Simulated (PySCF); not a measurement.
# C2H8BF2N: the cost of one run

Programs: PySCF 2.14.0, with density-fitted response routines of our own. Each step states its level of theory. These are calculated values for one molecule in the gas phase, unless marked as measured. Atoms count from 0, in the outputs and in this text.

## (1) The molecule as given

14 atoms, charge 0, multiplicity 1; geometry from: PBE0-D3(BJ)/def2-SVP.

Bonds of the start (Å): B0–N1 1.63, N1–C2 1.46, C2–C3 1.51, C3–F4 1.35, C3–F5 1.35, B0–H6 1.23, B0–H7 1.23, B0–H8 1.22, N1–H9 1.02, N1–H10 1.02, C2–H11 1.10, C2–H12 1.10, C3–H13 1.10.

## (2) Indirect couplings: HF/pcJ-1

Job settings and geometry (Å):

```
{"job": {"kind": "j", "xc": "HF", "basis": "pcJ-1"}, "charge": 0, "multiplicity": 1}
B      1.982819     0.326656     0.101196
N      0.370615     0.522341     0.235021
C     -0.413106    -0.599865    -0.274806
C     -1.891997    -0.358149    -0.112637
F     -2.176973    -0.173748     1.198474
F     -2.236512     0.779567    -0.762733
H      2.242972    -0.677863     0.754242
H      2.195589     0.188098    -1.098199
H      2.475408     1.346044     0.565184
H      0.137215     0.676744     1.218461
H      0.097053     1.375561    -0.257458
H     -0.112907    -1.507415     0.266922
H     -0.163151    -0.746835    -1.334569
H     -2.510424    -1.186542    -0.497412
```

Method: HF/pcJ-1 indirect spin-spin coupling, non-relativistic, gas phase.

On the command line:

```
$ OMP_NUM_THREADS=1 python probes_run.py task.json out
```

This one command runs all jobs of the session in turn.

**Question.** How long does this first job take on 1 thread of Arm Neoverse V2, shared host, and how much memory does it need?

About 30 s, with a peak of 0.86 GiB.
